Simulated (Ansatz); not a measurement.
# Si: the cost of one run

Method: DFT r2SCAN, scalar-relativistic, plane waves, PAW, in Ansatz 0.2.0.

## Step 1: The system as given

It takes space group Fd-3m (No. 227, cubic). The conventional cell has a = 5.430 Å, b = 5.430 Å, c = 5.430 Å, α = 90.00°, β = 90.00°, γ = 90.00°. Around Si (site symmetry -43m) lie 4 Si at 2.35 Å.

Coordinates:

```xyz
2
Lattice="0.0000 2.7150 2.7150 2.7150 0.0000 2.7150 2.7150 2.7150 0.0000" Properties=species:S:1:pos:R:3 pbc="T T T"
Si    0.0000    0.0000    0.0000
Si    1.3575    1.3575    1.3575
```

## Step 2: Relaxing cell and atoms: Si, no spin

File input.yaml:

```yaml
crystal:
  lattice:
    - [0.0, 2.715, 2.715]
    - [2.715, 0.0, 2.715]
    - [2.715, 2.715, 0.0]
  atoms:
    - { symbol: Si, position: [0.0, 0.0, 0.0] }
    - { symbol: Si, position: [0.25, 0.25, 0.25] }
scf:
  occupations: { method: gaussian, width: 0.03 }
output:
  forces: true
  stress: true
hamiltonian:
  xc: r2scan
kpoints:
  mp_grid: { grid: [12, 12, 12] }
relax:
  f_tol: 0.002
  cell: { stress_tol: 0.01, p_target: 0 }
```

On the command line:

```bash
ansatz run input.yaml --threads 4 --pin off --max-ram 6144MiB --backend cpu --events-out ev --progress --plain --runs-dir out
```

**Question.** How long does this run take on 4 threads of Intel Xeon 6975P-C (Granite Rapids), shared host, and how much memory does it need?

About 1.7 s, with a peak of 0.52 GiB.
